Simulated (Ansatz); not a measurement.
**FGeH₂N: small, medium and large basis sets**

An exercise on one series of results from a longer session: the logs are not shown, and one member is left open.

Method: one geometry, several basis sets; program: Ansatz 0.2.0, Gaussian basis.

The runs, in order: PBE0-D4/def2-SVP; ωB97M-V/def2-SVP; PBE0-D4/def2-QZVPP; ωB97M-V/def2-QZVPP; the functionals' def2-TZVPP values are taken from earlier runs.

## The geometry

An earlier PBE0-D4 in a triple-zeta def2 set relaxation fixed the geometry.

SMILES `[NH2][Ge][F]`, 5 atoms, charge 0, spin multiplicity 1.

Atoms are counted from 1 here; the program's logs count them from 0.

Bond lengths: N1–Ge2 1.811 Å, N1–H4 1.008 Å, N1–H5 1.010 Å, Ge2–F3 1.768 Å. Angles: Ge2–N1–H4 124.0°, Ge2–N1–H5 122.7°, H4–N1–H5 113.3°, N1–Ge2–F3 94.5°.

The first run:

in.yaml reads:

```yaml
crystal:
  periodic: [false, false, false]
  atoms:
    - {symbol: N, position_ang: [-0.477732, 0.347608, -0.204749]}
    - {symbol: Ge, position_ang: [0.434068, -0.305198, 1.217231]}
    - {symbol: F, position_ang: [1.598294, -1.203910, 0.235496]}
    - {symbol: H, position_ang: [-1.280116, 0.952567, -0.130551]}
    - {symbol: H, position_ang: [-0.224515, 0.135333, -1.158727]}
basis:
  gaussian: {orbitals: def2-SVP}
hamiltonian: {xc: pbe0, dispersion: d4}
output: {orbitals: {seedname: orbitals}}
```

The run is started by

```console
ansatz run in.yaml --threads 2 --pin off --events-out ev --progress --plain --max-ram 32768MiB --backend cpu
```

Among the steps run: PBE0-D4 in def2-SVP; ωB97M-V in def2-SVP; PBE0-D4 in def2-QZVPP; ωB97M-V in def2-QZVPP.

One table of the session follows, with a row left open; its other results are not shown here.

It belongs to the step «Functionals by basis». 

| functional | basis | HOMO (eV) |
| --- | --- | --- |
| PBE0-D4 | def2-SVP | -7.55 |
| PBE0-D4 | def2-TZVPP | -7.72 |
| PBE0-D4 | def2-QZVPP | -7.79 |
| ωB97M-V | def2-SVP | -9.75 |
| ωB97M-V | def2-TZVPP | ? |
| ωB97M-V | def2-QZVPP | -10.03 |

**Question.** Estimate the row for ωB97M-V, def2-TZVPP.

As computed: HOMO (eV): -9.94. In the column «HOMO (eV)» it lies between ωB97M-V, def2-QZVPP (-10.03) and ωB97M-V, def2-SVP (-9.75).
